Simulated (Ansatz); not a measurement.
# CH4FGe radical: one species, many methods

One table from this session's results is given with a row withheld; the runs are named, their logs left out.

Program: Ansatz 0.2.0, Gaussian basis. Level of theory: functionals in def2-TZVPP, the program's frozen cores in correlated methods. These are calculated values, not measurements.

Levels to be run: LDA (SPW92), PBE-D4, revPBE-D4, BLYP-D4, r2SCAN-D4, B97M-V, PBE0-D4, B3LYP-D4, r2SCANh-D4, r2SCAN0-D4, HSE06-D4, BHLYP-D4, CAM-B3LYP-D4, LC-ωPBE, ωB97X-V, ωB97M-V, B2PLYP, PBE-QIDH; CCSD(T)/def2-SVP; CCSD(T)/def2-TZVPP; MP2/def2-QZVPP; extrapolation to the limit; RPA on PBE.

### The geometry

All runs share one geometry, relaxed beforehand with PBE0-D4 in a triple-zeta def2 set.

SMILES `[CH3][GeH][F]`, 7 atoms, charge 0, spin multiplicity 2.

Atoms are counted from 1 here; the program's logs count them from 0.

Bond lengths: C1–Ge2 1.955 Å, C1–H4 1.091 Å, C1–H5 1.092 Å, C1–H6 1.089 Å, Ge2–F3 1.753 Å, Ge2–H7 1.557 Å. Angles: Ge2–C1–H4 109.9°, Ge2–C1–H5 108.3°, Ge2–C1–H6 110.3°, H4–C1–H5 109.5°, H4–C1–H6 109.4°, H5–C1–H6 109.3°, C1–Ge2–F3 105.2°, C1–Ge2–H7 113.4°, F3–Ge2–H7 104.5°.

Set-up of the first run:

The input, in.yaml:

```yaml
crystal:
  periodic: [false, false, false]
  atoms:
    - {symbol: C, position_ang: [-0.620339, 0.494824, -0.339102]}
    - {symbol: Ge, position_ang: [0.933991, -0.673721, -0.139710]}
    - {symbol: F, position_ang: [0.384815, -2.003408, 0.862201]}
    - {symbol: H, position_ang: [-0.334995, 1.406753, -0.865058]}
    - {symbol: H, position_ang: [-0.988391, 0.747983, 0.657875]}
    - {symbol: H, position_ang: [-1.406867, -0.013442, -0.895501]}
    - {symbol: H, position_ang: [2.092985, -0.027087, 0.673497]}
basis:
  gaussian: {orbitals: def2-TZVPP}
magnetization: {spin_polarized: true, initial_magnetization: 1}
hamiltonian: {xc: lda}
output: {orbitals: {seedname: orbitals}}
```

Run with:

```sh
> ansatz run in.yaml --threads 4 --pin off --events-out ev --progress --plain --max-ram 10444MiB
```

Among the steps run: LDA; PBE-D4 (GGA); revPBE-D4 (GGA); BLYP-D4 (GGA); r2SCAN-D4 (meta-GGA); B97M-V (meta-GGA); PBE0-D4 (hybrid); B3LYP-D4 (hybrid); r2SCANh-D4 (hybrid); r2SCAN0-D4 (hybrid); HSE06-D4 (hybrid); BHLYP-D4 (hybrid); CAM-B3LYP-D4 (range-separated); LC-ωPBE (range-separated); ωB97X-V (range-separated); ωB97M-V (range-separated); B2PLYP (double hybrid); PBE-QIDH (double hybrid).

One table of the session follows, with a row left open; its other results are not shown here.

It belongs to the step «Orbital energies across the functionals». 

| functional | HOMO (eV) | LUMO (eV) | gap (eV) |
| --- | --- | --- | --- |
| LDA (SPW92) | -5.14 | -4.13 | 1.01 |
| PBE-D4 | -5.12 | -3.75 | 1.37 |
| revPBE-D4 | -5.09 | -3.60 | 1.49 |
| BLYP-D4 | ? | ? | ? |
| r2SCAN-D4 | -5.51 | -3.37 | 2.14 |
| B97M-V | -5.33 | -3.95 | 1.38 |
| PBE0-D4 | -6.32 | -2.80 | 3.52 |
| B3LYP-D4 | -6.06 | -3.25 | 2.80 |
| r2SCANh-D4 | -5.95 | -3.04 | 2.91 |
| r2SCAN0-D4 | -6.61 | -2.56 | 4.05 |
| HSE06-D4 | -5.93 | -3.18 | 2.75 |
| BHLYP-D4 | -7.35 | -2.02 | 5.33 |
| CAM-B3LYP-D4 | -7.58 | -1.93 | 5.65 |
| LC-ωPBE | -8.99 | -0.42 | 8.57 |
| ωB97X-V | -8.49 | -0.90 | 7.59 |
| ωB97M-V | -8.32 | -0.99 | 7.34 |

Q: Estimate the row for BLYP-D4 from the others.

Worked estimate for «HOMO (eV)». Against the share of exact exchange, B3LYP-D4 (0.2, -6.06), BHLYP-D4 (0.5, -7.35) give a slope of -4.30 per unit share; at 0 the line stands at -5.20.

As computed: HOMO (eV): -4.94; LUMO (eV): -3.82; gap (eV): 1.12. In «HOMO (eV)» the line misses by -0.26.
